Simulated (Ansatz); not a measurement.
# H7NSSi2: small, medium and large basis sets

An exercise on one series of results from a longer session: the logs are not shown, and one member is left open.

Program: Ansatz 0.2.0, Gaussian basis. Level of theory: one geometry, several basis sets. These are calculated values, not measurements.

The runs, in order: PBE0-D4/def2-SVP; ωB97M-V/def2-SVP; PBE0-D4/def2-QZVPP; ωB97M-V/def2-QZVPP; the functionals' def2-TZVPP values are taken from earlier runs.

## The relaxed structure

All runs share one geometry, relaxed beforehand with PBE0-D4 in a triple-zeta def2 set.

SMILES `N[SiH]([SiH3])S`, 11 atoms, charge 0, spin multiplicity 1.

Atoms are counted from 1 here; the program's logs count them from 0.

Bond lengths: N1–Si2 1.712 Å, N1–H5 1.007 Å, N1–H6 1.007 Å, Si2–Si3 2.339 Å, Si2–S4 2.161 Å, Si2–H7 1.487 Å, Si3–H8 1.489 Å, Si3–H9 1.489 Å, Si3–H10 1.488 Å, S4–H11 1.344 Å. Angles: Si2–N1–H5 120.7°, Si2–N1–H6 120.1°, H5–N1–H6 111.4°, N1–Si2–Si3 110.4°, N1–Si2–S4 110.8°, N1–Si2–H7 106.2°, Si3–Si2–S4 107.6°, Si3–Si2–H7 112.3°, S4–Si2–H7 109.7°, Si2–Si3–H8 109.6°, Si2–Si3–H9 109.2°, Si2–Si3–H10 112.1°, H8–Si3–H9 108.4°, H8–Si3–H10 108.7°, H9–Si3–H10 108.8°, Si2–S4–H11 94.9°.

The first run:

in.yaml

```yaml
crystal:
  periodic: [false, false, false]
  atoms:
    - {symbol: N, position_ang: [-0.645821, 1.716357, -0.592863]}
    - {symbol: Si, position_ang: [-0.154770, 0.079978, -0.710285]}
    - {symbol: Si, position_ang: [1.134841, -0.518160, 1.147689]}
    - {symbol: S, position_ang: [-1.870682, -1.232886, -0.763396]}
    - {symbol: H, position_ang: [-1.123828, 2.052292, 0.227575]}
    - {symbol: H, position_ang: [-0.933183, 2.218085, -1.417570]}
    - {symbol: H, position_ang: [0.603960, -0.035958, -1.984244]}
    - {symbol: H, position_ang: [1.324066, -1.994985, 1.170617]}
    - {symbol: H, position_ang: [0.418818, -0.117384, 2.390138]}
    - {symbol: H, position_ang: [2.472211, 0.134803, 1.133595]}
    - {symbol: H, position_ang: [-1.160212, -2.359241, -0.580757]}
basis:
  gaussian: {orbitals: def2-SVP}
hamiltonian: {xc: pbe0, dispersion: d4}
output: {orbitals: {seedname: orbitals}}
```

Among the steps run: PBE0-D4 in def2-SVP; ωB97M-V in def2-SVP; PBE0-D4 in def2-QZVPP; ωB97M-V in def2-QZVPP.

One of the session's tables, all rows but one given; the rest of the session is left out.

It belongs to the step «Density functionals: the series». 

```
functional       basis  HOMO (eV)  LUMO (eV)
   PBE0-D4    def2-SVP      -6.88       0.07
   PBE0-D4  def2-TZVPP      -7.03      -0.28
   PBE0-D4  def2-QZVPP      -7.06      -0.40
   ωB97M-V    def2-SVP      -8.95       1.93
   ωB97M-V  def2-TZVPP      -9.13       1.40
   ωB97M-V  def2-QZVPP          ?          ?
```

Estimate the missing values for ωB97M-V, def2-QZVPP.

**Answer.** HOMO (eV): -9.17; LUMO (eV): 1.10. In the column «HOMO (eV)» it is the lowest.
